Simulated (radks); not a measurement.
# Ni³⁺ in [Ar] 3d7: an all-electron calculation

An exercise on one series of results from a longer session: the logs are not shown, and one member is left open.

Program: radks (a radial shooting solver on a logarithmic mesh, Libxc functionals) version 1. Level of theory: non-relativistic Kohn-Sham, PBEsol, spin-polarised, spherical densities, point nucleus; open shells are filled with parallel spins first. These are calculated values, not measurements, unless marked.

### The system

```
element       : nickel (Z = 28)
charge        : +3
electrons     : 25
configuration : [Ar] 3d7
```

Outer shells as boxes (Hund's rule):

Ni³⁺
```
[Ar] core
3d [↑↓][↑↓][↑ ][↑ ][↑ ]
```

Set-up of the first run:

Input:

```text
Z 28
configuration [Ar] 3d7
relativity non-relativistic
functional pbe_sol,pbe_sol
spin polarised
nucleus point
```

Started as:

```
python run_ks.py task.json out
```

This one command runs every case of the session in turn.

One table of the session follows, with a row left open; its other results are not shown here.

It belongs to the step «Orbitals and density». Sizes of the orbitals, from the radial functions (bohr):

| level | <r> | outermost maximum (interpolated) | 90 % within | nodes |
| --- | --- | --- | --- | --- |
| 1s up | 0.05487 | 0.0362 | 0.0977 | 0 |
| 1s down | 0.05487 | 0.0362 | 0.0977 | 0 |
| 2s up | 0.2486 | 0.208 | 0.385 | 1 |
| 2s down | 0.2483 | 0.208 | 0.384 | 1 |
| 2p up | 0.2169 | 0.166 | 0.355 | 0 |
| 2p down | 0.2166 | 0.166 | 0.354 | 0 |
| 3s up | 0.7446 | 0.646 | 1.11 | 2 |
| 3s down | 0.7469 | 0.647 | 1.12 | 2 |
| 3p up | ? | ? | ? | ? |
| 3p down | 0.7759 | 0.649 | 1.19 | 1 |
| 3d up | 0.8833 | 0.615 | 1.49 | 0 |
| 3d down | 0.9035 | 0.620 | 1.53 | 0 |

Q: Estimate the row for 3p up from the others.

The run gave: <r>: 0.7721; outermost maximum (interpolated): 0.648; 90 % within: 1.19; nodes: 1. In the column «<r>» it lies between 3s down (0.7469) and 3p down (0.7759).

To keep in mind: Open shells are spherical and high-spin; term and fine-structure splittings are not resolved.
